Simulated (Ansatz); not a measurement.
**TiAl: a tetragonal deformation path**

One table from this session's results is given with a row withheld; the runs are named, their logs left out.

Method: DFT r2SCAN, scalar-relativistic, plane waves, PAW, in Ansatz 0.2.0.

1 further run of the same task is left out (set aside as unsound or not needed). Runs told in other sessions of the task aren't counted.

## The structure to begin with

It takes space group Pm-3m (No. 221, cubic). Conventional cell: a = 3.171 Å, b = 3.171 Å, c = 3.171 Å, α = 90.00°, β = 90.00°, γ = 90.00°. Ti (site symmetry m-3m) has 8 Al at 2.75 Å in its first shell of neighbours. Around Al (site symmetry m-3m) lie 8 Ti at 2.75 Å.

Coordinates:

```
Ti Al
1.0
     3.17135    0.00000    0.00000
     0.00000    3.17135    0.00000
     0.00000    0.00000    3.17135
Ti Al
1 1
Direct
  0.00000 0.00000 0.00000
  0.50000 0.50000 0.50000
```

It goes back to an entry of the Materials Project, which need not be the stable form.

It is the result of an earlier relaxation at this level (volume 15.95 Å³/atom; gap on the mesh: none (metal)).

The first run:

input.yaml

```yaml
crystal:
  lattice:
    - [3.1713456452, 0.0, 0.0]
    - [0.0, 3.1713456452, 0.0]
    - [0.0, 0.0, 3.1713456452]
  atoms:
    - { symbol: Ti, position: [0.0, 0.0, 0.0] }
    - { symbol: Al, position: [0.5, 0.5, 0.5] }
basis:
  ecutwfc: 500
kpoints:
  mp_grid: { grid: [22, 22, 22] }
hamiltonian:
  xc: r2scan
scf:
  occupations: { method: gaussian, width: 0.15 }
output:
  forces: true
  stress: true
  eigenvalues: true
  write_density: true
  write_potential: true
  elf: true
  volumetric_format: npy
```

Launch:

```
$ ansatz run input.yaml --threads 1 --pin off --max-ram 2560MiB --backend cpu --events-out ev --progress --plain --runs-dir out
```

Among the steps run: Zero of the scan; Point ρ = 0.707; Point ρ = 1.414; At ρ = 0.850; Point ρ = 1.200; Point ρ = 0.780; At ρ = 1.300; Point ρ = 0.920; ρ = 1.100; At ρ = 0.650; ρ = 1.500; Point ρ = 0.960.

One of the session's tables, all rows but one given; the rest of the session is left out.

```
    ρ  ΔE (meV/atom)  pressure (GPa)
0.650          294.6             7.6
0.707          134.7             5.0
0.780           29.0             2.7
0.850            0.2             1.3
0.920           -2.6             0.4
0.960           -1.0             0.1
1.000            0.0             0.1
1.100          -17.9             0.3
1.200          -65.2             0.4
1.300              ?               ?
1.414         -136.6             0.8
1.500         -133.2             0.9
```

**Question.** Estimate the row for ρ = 1.300.

Worked estimate for «ΔE (meV/atom)». A straight line through the neighbours (1.200, -65.2) and (1.414, -136.6) gives -65.2 + (-136.6 + 65.2) × (1.300 − 1.200) / (1.414 − 1.200) = -98.6; a parabola fitted to 4 rows on both sides gives -107.7.

As computed: ΔE (meV/atom): -110.4; pressure (GPa): 0.6. In «ΔE (meV/atom)» the line misses by +11.8 and the parabola by +2.7.
